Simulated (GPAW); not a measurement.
# HPbNO4 (P1) in GPAW: convergence with plane-wave cutoff (eV)

Aim: find how far plane-wave cutoff (eV) must go before the results for HPbNO4 settle, at PBE. This setting moves, with any that are tied to it; all else stays.

All numbers are computed with GPAW 26.7.0; they aren't measurements. Logs are shortened: lines on timing, memory, paths and dates and some standing lists are left out, and cuts for length are marked. The log counts tension as positive stress, the text compression.

## 1. The structure

The typed cell holds 7 atoms: a = 3.857 Å, b = 4.338 Å, c = 5.984 Å, α = 81.87°, β = 83.26°, γ = 87.68°.

The cell was built by a generator and needn't be a form met in nature.

## 2. With plane-wave cutoff (eV) 400

File run.py:

```python
from ase import Atoms
from ase.dft.bandgap import bandgap
from ase.io import write
from ase.units import GPa
from ase.parallel import parprint
from gpaw import GPAW, PW

atoms = Atoms(['H', 'Pb', 'N', 'O', 'O', 'O', 'O'],
              cell=[[3.85707, 0.00178, -0.03658],
                    [0.17353, 4.33436, -0.01647],
                    [0.75803, 0.83873, 5.87662]],
              scaled_positions=[[0.61511, 0.89559, 0.19844],
                                [0.64597, 0.44651, 0.91685],
                                [0.71474, 0.2381, 0.50058],
                                [0.16958, 0.47007, 0.77768],
                                [0.62919, 0.97045, 0.49845],
                                [0.56424, 0.92583, 0.03849],
                                [0.78022, 0.4225, 0.31951]],
              pbc=True)

calc = GPAW(mode=PW(400),
            xc='PBE',
            kpts={'size': (5, 5, 3), 'gamma': True},
            occupations={'name': 'fermi-dirac', 'width': 0.05},
            nbands=39,
            convergence={'density': 1e-05, 'energy': 1e-05},
            maxiter=100,
            txt='gpaw.txt')
atoms.calc = calc
energy = atoms.get_potential_energy()
forces = atoms.get_forces()
stress = atoms.get_stress()
calc.write('gs.gpw')
write('result.traj', atoms)
parprint(f'Energy: {energy:.6f} eV')
parprint('Forces (eV/A):')
parprint(forces.round(4))
parprint('Stress (GPa):', (stress / GPa).round(3))
parprint('Fermi level:', round(calc.get_fermi_level(), 4), 'eV')
parprint(f'Gap: {bandgap(calc)[0]:.4f} eV, direct: {bandgap(calc, direct=True)[0]:.4f} eV')
```

Potentials or basis: GPAW PAW data sets (gpaw-data 1.2.1), pw.

Started as:

```
> OMP_NUM_THREADS=1 mpirun -n 8 gpaw python run.py
```

gpaw.txt:

```text
__  _  _
 | _ |_)|_||  |
 |__||  | ||/\| - 26.7.0

Input parameters:
  mode=PW(ecut=400.0),
  convergence={'density': 1e-05, 'energy': 1e-05},
  kpts=MonkhorstPack(size=(5, 5, 3), gamma=True),
  maxiter=100,
  nbands=39,
  occupations=Occupations(name='fermi-dirac', width=0.05),
  xc=XC(name='PBE')

Diagonalizing LCAO Hamiltonian
Converting LCAO to pw mode

             Pb
        O    O

            N
            O
           O

Atoms  # Å, Bohr magnetons
|   | symbol |        x |        y |        z |    initial magnetic moments |
|---|--------|----------|----------|----------|-----------------------------|
| 0 |      H | 2.678358 | 4.049342 | 1.128905 | ( 0.0000,  0.0000,  0.0000) |
| 1 |     Pb | 3.264034 | 2.705475 | 5.356995 | ( 0.0000,  0.0000,  0.0000) |
| 2 |      N | 3.177574 | 1.453135 | 2.911652 | ( 0.0000,  0.0000,  0.0000) |
| 3 |      O | 1.325158 | 2.690018 | 4.556185 | ( 0.0000,  0.0000,  0.0000) |
| 4 |      O | 2.973072 | 4.625465 | 2.890202 | ( 0.0000,  0.0000,  0.0000) |
| 5 |      O | 2.366149 | 4.046168 | 0.190303 | ( 0.0000,  0.0000,  0.0000) |
| 6 |      O | 3.324878 | 2.100639 | 1.842140 | ( 0.0000,  0.0000,  0.0000) |

Unit cell  # Å
| periodic |        x |        y |         z |  lengths |    angles |
|----------|----------|----------|-----------|----------|-----------|
|      yes | 3.857070 | 0.001780 | -0.036580 | 3.857244 | 81.872357 |
|      yes | 0.173530 | 4.334360 | -0.016470 | 4.337864 | 83.257092 |
|      yes | 0.758030 | 0.838730 |  5.876620 | 5.984375 | 87.678951 |

Number of symmetries: 1
Symmetry operations  # r_c * U_cc + t_c -> r_c
|   | kind |            matrix            |
|---|------|------------------------------|
| 0 |  E   |  1, 0, 0,  0, 1, 0,  0, 0, 1 |

BZ-sampling:
  Number of BZ points: 75
  Number of IBZ points: 38

  Monkhorst-Pack size: [5, 5, 3]
  Monkhorst-Pack shift: [0, 0, 0]

K-points  # in reciprocal-cell coordinates
[... 158 lines left out ...]
  ecut: 3200.0  # eV

xc functional:
  name: PBE with 2 nearest neighbor stencil

convergence criteria:
- Maximum integral of absolute [dens]ity change: 1e-05 electrons / valence electron
- Maximum [total energy] change in last 3 cyles: 1e-05 eV / valence electron
- Maximum integral of absolute [eigenst]ate change: 4e-08 eV^2 / valence electron
maximum number of iterations: 100

SCF iterations
|iter     | |      energy | eigst |  dens |
|---------|-|-------------|-------|-------|
|iter:   1| |  -34.147281 | +0.44 |       |
|iter:   2| |  -33.449042 | -1.24 | -0.92 |
|iter:   3| |  -31.299746 | -1.11 | -0.97 |
|iter:   4| |  -31.201143 | -2.32 | -1.41 |
|iter:   5| |  -31.139542 | -2.55 | -1.63 |
|iter:   6| |  -31.129132 | -2.83 | -1.88 |
|iter:   7| |  -31.119475 | -3.75 | -2.28 |
|iter:   8| |  -31.119638 | -5.10 | -2.81 |
|iter:   9| |  -31.119694c| -5.62 | -3.10 |
|iter:  10| |  -31.119687c| -6.34 | -3.47 |
|iter:  11| |  -31.119688c| -7.13 | -3.84 |
|iter:  12| |  -31.119689c| -7.73c| -4.26 |
|iter:  13| |  -31.119689c| -8.34c| -4.97 |
|iter:  14| |  -31.119689c| -8.74c| -5.57c|

Converged in 14 steps
Energy contributions relative to reference atoms: (reference = -576932.084235)

Energy contributions:
  Kinetic:          11.555163
  Coulomb:          -5.440733
  Zero:             -0.536498
  External:          0.000000
  Xc:              -36.697445
  Entropy:          -0.000353
  Spinorbit:         0.000000
  ----------------------------
  Free energy:     -31.119866
  Extrapolated:    -31.119689

dipole moment: (2.052304, 14.277414, 2.299024)  # |e|*Ang

Fermi level: 1.845
Eigenvalues  # (at kpt = [0.000, 0.000, 0.000])
| band index |      eig [eV] | occ [0-2] |
|------------|---------------|-----------|
|          0 |       -23.570 |     2.000 |
|        ... |               |           |
|         14 |        -2.267 |     2.000 |
|         15 |        -1.991 |     2.000 |
|         16 |        -1.560 |     2.000 |
|         17 |        -0.621 |     2.000 |
|         18 |        -0.016 |     2.000 |
|         19 |         0.431 |     2.000 |
[... 8 lines left out ...]
|         28 |        12.054 |     0.000 |
|         29 |        12.864 |     0.000 |
|        ... |               |           |
|         38 |        18.310 |     0.000 |

Gap: 0.559 eV
Transition (v -> c):
  (s=0, k=33, n=21, [0.40, 0.20, 0.00]) -> (s=0, k=1, n=22, [0.00, 0.00, 0.33])
Direct/indirect transitions are different
Direct gap: 0.880 eV
Transition at: (s=0, k=4, n=21, [0.00, 0.20, 0.33])

Forces  # eV/Ang
|        x |        y |        z |
|----------|----------|----------|
|  0.19129 |  0.00519 |  0.54463 |  # H    0
|  0.01538 |  0.00634 |  0.00319 |  # Pb   1
|  0.41048 |  1.02336 |  0.82614 |  # N    2
| -0.05206 |  0.00646 |  0.06460 |  # O    3
| -0.50475 | -1.58470 | -0.07432 |  # O    4
| -0.12486 |  0.03272 | -0.52842 |  # O    5
|  0.09266 |  0.56126 | -0.84549 |  # O    6

Stress tensor  # eV/Ang^3
|         x |         y |        z |
|-----------|-----------|----------|
|  0.336182 | -0.009349 | 0.002406 |
| -0.009349 |  0.311453 | 0.017930 |
|  0.002406 |  0.017930 | 0.320058 |

# Writing to gs.gpw (mode='')
```

stdout:

```text
Energy: -31.119689 eV
Forces (eV/A):
[[ 0.1913  0.0052  0.5446]
 [ 0.0154  0.0063  0.0032]
 [ 0.4105  1.0234  0.8261]
 [-0.0521  0.0065  0.0646]
 [-0.5047 -1.5847 -0.0743]
 [-0.1249  0.0327 -0.5284]
 [ 0.0927  0.5613 -0.8455]]
Stress (GPa): [53.862 49.9   51.279  2.873  0.386 -1.498]
Fermi level: 1.8455 eV
Gap: 0.5591 eV, direct: 0.8796 eV
```

Run time: 8.5 s. Hardware: 8 MPI ranks of Intel Xeon 6975P-C (Granite Rapids), shared host; peak memory 0.19 GiB.

What came out:

```yaml
Free_energy: -31.1199 eV
Pressure: -51.7 GPa
Largest_force: 1.665 eV/Å
Band_gap_on_the_k_mesh: 0.56 eV, indirect (least direct gap 0.88 eV)
```

## 3. With plane-wave cutoff (eV) 500

run.py, as its differences from that of step 2:

```diff
@@ -20,3 +20,3 @@
 
-calc = GPAW(mode=PW(400),
+calc = GPAW(mode=PW(500),
             xc='PBE',
```

Potentials or basis: GPAW PAW data sets (gpaw-data 1.2.1), pw.

Started as:

```
> OMP_NUM_THREADS=1 mpirun -n 8 gpaw python run.py
```

Run time: 11 s. Hardware: 8 MPI ranks of Intel Xeon 6975P-C (Granite Rapids), shared host; peak memory 0.2 GiB.

What came out:

```yaml
Free_energy: -37.8386 eV
Pressure: -17.8 GPa
Largest_force: 0.208 eV/Å
Band_gap_on_the_k_mesh: 0.56 eV, indirect (least direct gap 0.88 eV)
```

## 4. With plane-wave cutoff (eV) 600

run.py, as its differences from that of step 3:

```diff
@@ -20,3 +20,3 @@
 
-calc = GPAW(mode=PW(500),
+calc = GPAW(mode=PW(600),
             xc='PBE',
```

Started as:

```
> OMP_NUM_THREADS=1 mpirun -n 8 gpaw python run.py
```

It took 13 s on 8 MPI ranks of Intel Xeon 6975P-C (Granite Rapids), shared host; peak memory 0.21 GiB.

Results (log left out):

* Free energy: -39.5732 eV
* Pressure: -5.6 GPa
* Largest force: 0.111 eV/Å
* Band gap on the k mesh: 0.57 eV, indirect (least direct gap 0.88 eV)

## 5. With plane-wave cutoff (eV) 700

run.py, as its differences from that of step 4:

```diff
@@ -20,3 +20,3 @@
 
-calc = GPAW(mode=PW(600),
+calc = GPAW(mode=PW(700),
             xc='PBE',
```

Started as:

```
> OMP_NUM_THREADS=1 mpirun -n 8 gpaw python run.py
```

Run time: 16 s. Hardware: 8 MPI ranks of Intel Xeon 6975P-C (Granite Rapids), shared host; peak memory 0.23 GiB.

It converged, with:

* Free energy: -39.9878 eV
* Pressure: -1.7 GPa
* Largest force: 0.101 eV/Å
* Band gap on the k mesh: 0.57 eV, indirect (least direct gap 0.88 eV)

## 6. With plane-wave cutoff (eV) 800

run.py, as its differences from that of step 5:

```diff
@@ -20,3 +20,3 @@
 
-calc = GPAW(mode=PW(700),
+calc = GPAW(mode=PW(800),
             xc='PBE',
```

Potentials or basis: GPAW PAW data sets (gpaw-data 1.2.1), pw.

Started as:

```
> OMP_NUM_THREADS=1 mpirun -n 8 gpaw python run.py
```

Run time: 18 s. Hardware: 8 MPI ranks of Intel Xeon 6975P-C (Granite Rapids), shared host; peak memory 0.25 GiB.

It converged, with:

* Free energy: -40.0711 eV
* Pressure: -0.6 GPa
* Largest force: 0.105 eV/Å
* Band gap on the k mesh: 0.57 eV, indirect (least direct gap 0.88 eV)

## 7. With plane-wave cutoff (eV) 1000

run.py, as its differences from that of step 6:

```diff
@@ -20,3 +20,3 @@
 
-calc = GPAW(mode=PW(800),
+calc = GPAW(mode=PW(1000),
             xc='PBE',
```

Started as:

```
> OMP_NUM_THREADS=1 mpirun -n 8 gpaw python run.py
```

It took 22 s on 8 MPI ranks of Intel Xeon 6975P-C (Granite Rapids), shared host; peak memory 0.28 GiB.

It converged, with:

| Item | Value |
| --- | --- |
| Free energy | -40.0862 eV |
| Pressure | -0.4 GPa |
| Largest force | 0.106 eV/Å |
| Band gap on the k mesh | 0.57 eV, indirect (least direct gap 0.88 eV) |

## 8. With plane-wave cutoff (eV) 1200

run.py, as its differences from that of step 7:

```diff
@@ -20,3 +20,3 @@
 
-calc = GPAW(mode=PW(1000),
+calc = GPAW(mode=PW(1200),
             xc='PBE',
```

Started as:

```
> OMP_NUM_THREADS=1 mpirun -n 8 gpaw python run.py
```

It took 28 s on 8 MPI ranks of Intel Xeon 6975P-C (Granite Rapids), shared host; peak memory 0.32 GiB.

The run converged. Its results:

| Property | Result |
| --- | --- |
| Free energy | -40.0897 eV |
| Pressure | -0.4 GPa |
| Largest force | 0.106 eV/Å |
| Band gap on the k mesh | 0.57 eV, indirect (least direct gap 0.88 eV) |

## 9. Summary

```csv
plane-wave cutoff (eV),"energy less the tightest run, at zero smearing (meV/atom)",pressure (GPa),largest force (eV/Å),gap on the mesh (eV),SCF cycles,CPU time (s)
400,1281.41,-51.68,1.665,0.559,14,62
500,321.59,-17.81,0.208,0.562,14,80
600,73.79,-5.60,0.111,0.566,14,96
700,14.55,-1.69,0.101,0.566,14,120
800,2.66,-0.63,0.105,0.566,14,140
1000,0.50,-0.40,0.106,0.566,14,170
1200,0.00,-0.40,0.106,0.566,14,210
```

Against the tightest run, the energy stays within 1 meV/atom from 1000 on; the pressure stays within 0.1 GPa from 1000 on; the largest force stays within 0.005 eV/Å from 600 on; the gap on the mesh stays within 0.01 eV from 400 on. The tightest run that finished is the yardstick and may itself not be fully converged.

Caveats: spin-orbit coupling is left out, which as a rule narrows the gap of such compounds by several tenths of an eV; an odd mesh through Γ misses points on the zone boundary, where band edges often lie.
